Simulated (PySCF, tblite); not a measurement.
# C2H12BN3Si2: geometry, infrared bands and NMR shifts

Wanted: the infrared bands and NMR shifts of C2H12BN3Si2 (`[H]/N=C\[C@@H]1[SiH2][SiH2]N1[BH2-][NH3+]`), by calculation.

Programs: tblite 0.8.0 and PySCF 2.14.0, with density-fitted response routines of our own. Each step states its level of theory. These are calculated values for one molecule in the gas phase, unless marked as measured. Atoms are numbered from 0 throughout.

## 1. Starting geometry

20 atoms, charge 0, multiplicity 1; geometry from: force field or distance geometry start.

Bonds of the start (Å): N0–C1 1.27, C1–C2 1.50, C2–Si3 1.86, Si3–Si4 2.23, Si4–N5 1.78, N5–B6 1.53, B6–N7 1.55, N5–C2 1.42, N0–H8 1.04, C1–H9 1.08, C2–H10 1.09, Si3–H11 1.45, Si3–H12 1.47, Si4–H13 1.46, Si4–H14 1.45, B6–H15 1.18, B6–H16 1.18, N7–H17 1.04, N7–H18 1.02, N7–H19 1.03.

## 2. Geometry optimisation with GFN2-xTB

The job: settings as JSON, then the geometry in Å.

```
{"job": {"kind": "relax", "xc": "GFN2-xTB", "basis": "xTB"}, "charge": 0, "multiplicity": 1}
N     -1.776900     2.716100     0.019900
C     -1.711500     1.489500     0.329100
C     -0.939700     0.474500    -0.466400
Si    -1.820100    -1.154300    -0.348300
Si    -0.359300    -1.120600     1.342000
N      0.255700     0.109400     0.207400
B      1.392900    -0.393800    -0.682400
N      2.710800     0.008900     0.026800
H     -1.279100     3.002200    -0.852600
H     -2.200900     1.133500     1.222900
H     -0.774800     0.791400    -1.499000
H     -1.540100    -2.092400    -1.415600
H     -3.220000    -1.038300     0.078300
H      0.538000    -2.274100     1.430900
H     -0.867600    -0.623600     2.606200
H      1.306800     0.196300    -1.700300
H      1.316200    -1.550900    -0.880000
H      2.506700     0.117800     1.040400
H      3.444100    -0.689400    -0.091200
H      3.013500     0.908600    -0.371100
```

The run is started by

```bash
OMP_NUM_THREADS=1 python probes_run.py task.json out
```

One launch serves the whole session: the jobs run in the order shown.

**Question.** This job is followed by: GFN2-xTB harmonic vibrations, gas phase; GIAO PBE0/pcSseg-1 NMR shielding, non-relativistic, gas phase. Predict these results of the whole session: strongest single infrared mode (GFN2-xTB); zero-point energy (GFN2-xTB); ¹³C shifts against TMS (PBE0/pcSseg-1); ¹H shifts against TMS (PBE0/pcSseg-1, means over atoms taken as alike); ¹⁵N shifts against NH3 (PBE0/pcSseg-1); ²⁹Si shifts against TMS (PBE0/pcSseg-1); ¹¹B shifts against BF3·OEt2 (PBE0/pcSseg-1); surface potential, 1st and 99th percentile.

**Answer**, as computed:

| quantity | value |
| --- | --- |
| strongest single infrared mode (GFN2-xTB) | 2176 cm⁻¹, 659 km/mol |
| zero-point energy (GFN2-xTB) | 91.2 kcal/mol |
| ¹³C shifts against TMS (PBE0/pcSseg-1) | 190.2, 68.6 ppm |
| ¹H shifts against TMS (PBE0/pcSseg-1, means over atoms taken as alike) | 9.85, 8.09, 5.96, 5.67, 4.72, 4.33, 3.67, 2.81, 2.76, 2.74 ppm |
| ¹⁵N shifts against NH3 (PBE0/pcSseg-1) | 331.8, 59.8, 51.1 ppm |
| ²⁹Si shifts against TMS (PBE0/pcSseg-1) | -34.1, -58.0 ppm |
| ¹¹B shifts against BF3·OEt2 (PBE0/pcSseg-1) | -9.6 ppm |
| surface potential, 1st and 99th percentile | -1.77 V and 2.41 V |

What this shows: Over 180 steps the energy fell by 1.691 eV; of the close pairs, B6–N7 changed most, 1.550 to 1.694 Å. No mode is imaginary among the 54: a minimum at this level. The strongest single mode, at 2176 cm⁻¹, moves mainly H12. GFN2-xTB is a fitted tight-binding method: band positions and strengths are rough. Its intensities can rank the bands wrongly. At PBE0/pcSseg-1: The largest span, 584 ppm, is at N0, where the paramagnetic term is -386 ppm. By nearest atom (PBE0/pcSseg-1), the HOMO sits on N5 51 %; H13, H14, H15 about 6 % each and the LUMO on N0 22 %; C1 19 %.
